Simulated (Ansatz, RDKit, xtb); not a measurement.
# Isomers of C4H4BrF3, a sample narrowed down

Which of a sample of isomers of C4H4BrF3 is the most stable in the gas at 298.15 K, and what are its properties? The sample is small against all isomers, and the most stable one of this formula need not be in it.

The funnel: GFN2-xTB relaxations, single points with a density functional, relaxations at B3LYP/def2-SVP, harmonic vibrations (at GFN2-xTB), and a last energy at a higher level. All values are calculated.

### 1 Candidates

Isomers were taken from a list of plausible structures; this is a sample, not all of them. That gives 3 candidates.

| label | SMILES | spin |
| --- | --- | --- |
| c046 | FC(F)(F)C1(Br)CC1 | singlet |
| c904 | FC(F)(F)[C@@H]1C[C@@H]1Br | singlet |
| c942 | FC(F)(F)[C@@H]1C[C@H]1Br | singlet |

Candidates are built by distance geometry, with a force field where one applies, in up to four conformers (letters a to d).

**Question.** With final energies at CCSD(T)/def2-SVP + MP2/def2-TZVPP - MP2/def2-SVP, which structure will this search put lowest in free energy, and by what margin?

| quantity | value |
| --- | --- |
| lowest structure found | FC(F)(F)[C@@H]1C[C@H]1Br, singlet |
| next finalist | FC(F)(F)C1(Br)CC1, singlet, 1.6 kcal/mol higher in G |
| share at equilibrium, among the finalists | 93.7 % |

The search ends on `FC(F)(F)[C@@H]1C[C@H]1Br`. The margin, 1.6 kcal/mol, is modest. GFN2-xTB, HF/STO-3G, r2SCAN-D4/def2-SVP, B3LYP/def2-SVP, HF/def2-SVP and MP2/def2-SVP already put its bonding pattern lowest among the structures in one piece. Lowest found is not proven lowest: the search is finite, and each finalist counts with one conformer. Only 3 drawn patterns were tried, so whole families of isomers are missing, and the result ranks this sample alone.
